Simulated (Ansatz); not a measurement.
**CH₇FOSi₂: basis-set convergence**

How large a basis does CH₇FOSi₂ need? Two functionals are run in growing sets.

The runs use Ansatz 0.2.0, Gaussian basis; one geometry, several basis sets.

The runs, in order: PBE0-D4/def2-SVP; ωB97M-V/def2-SVP; PBE0-D4/def2-QZVPP; ωB97M-V/def2-QZVPP; the functionals' def2-TZVPP values are taken from earlier runs.

## Step 1: The geometry

All runs share one geometry, relaxed beforehand with PBE0-D4 in a triple-zeta def2 set.

SMILES `CO[SiH](F)[SiH3]`, 12 atoms, charge 0, spin multiplicity 1.

Atoms are counted from 1 here; the program's logs count them from 0.

Bond lengths: C1–O2 1.413 Å, C1–H6 1.096 Å, C1–H7 1.091 Å, C1–H8 1.093 Å, O2–Si3 1.629 Å, Si3–F4 1.605 Å, Si3–Si5 2.338 Å, Si3–H9 1.490 Å, Si5–H10 1.487 Å, Si5–H11 1.487 Å, Si5–H12 1.486 Å. Angles: O2–C1–H6 111.5°, O2–C1–H7 108.3°, O2–C1–H8 110.6°, H6–C1–H7 108.7°, H6–C1–H8 108.8°, H7–C1–H8 108.9°, C1–O2–Si3 125.1°, O2–Si3–F4 110.5°, O2–Si3–Si5 106.9°, O2–Si3–H9 109.5°, F4–Si3–Si5 109.4°, F4–Si3–H9 105.0°, Si5–Si3–H9 115.6°, Si3–Si5–H10 109.4°, Si3–Si5–H11 109.9°, Si3–Si5–H12 110.3°, H10–Si5–H11 108.7°, H10–Si5–H12 109.4° and more.

## Step 2: PBE0-D4 in def2-SVP

in.yaml reads:

```yaml
crystal:
  periodic: [false, false, false]
  atoms:
    - {symbol: C, position_ang: [-1.618480, 0.307735, 1.583000]}
    - {symbol: O, position_ang: [-0.906509, 0.257598, 0.363549]}
    - {symbol: Si, position_ang: [0.550366, -0.440876, 0.158446]}
    - {symbol: F, position_ang: [0.428320, -2.036786, 0.271978]}
    - {symbol: Si, position_ang: [1.281286, 0.132759, -1.986860]}
    - {symbol: H, position_ang: [-0.946705, 0.465215, 2.434576]}
    - {symbol: H, position_ang: [-2.322648, 1.139596, 1.534980]}
    - {symbol: H, position_ang: [-2.176518, -0.619314, 1.740718]}
    - {symbol: H, position_ang: [1.454257, -0.043898, 1.273934]}
    - {symbol: H, position_ang: [1.467757, 1.606073, -2.066967]}
    - {symbol: H, position_ang: [2.582421, -0.529378, -2.271090]}
    - {symbol: H, position_ang: [0.283353, -0.293724, -3.002364]}
basis:
  gaussian: {orbitals: def2-SVP}
hamiltonian: {xc: pbe0, dispersion: d4}
output: {orbitals: {seedname: orbitals}}
```

On the command line:

```console
$ ansatz run in.yaml --threads 4 --pin off --events-out ev --progress --plain --max-ram 10444MiB
```

Further steps of the session: ωB97M-V in def2-SVP; PBE0-D4 in def2-QZVPP; ωB97M-V in def2-QZVPP.

**Question.** What will the summary of the whole plan be? Wanted: PBE0-D4: double and triple zeta above quadruple; ωB97M-V: double and triple zeta above quadruple.

The runs gave:

```
                                       quantity           value
PBE0-D4: double and triple zeta above quadruple  13.87, 0.88 eV
ωB97M-V: double and triple zeta above quadruple  14.05, 0.83 eV
```

What this shows: PBE0-D4 gains 12.98 eV from double to triple zeta, then 0.88 eV more. These are total energies; as a rule much of such shifts cancels in differences, which this series doesn't test. The LUMO of ωB97M-V is positive and keeps falling with the basis (2.18 to 1.38 eV): an unbound level that the basis holds in place.
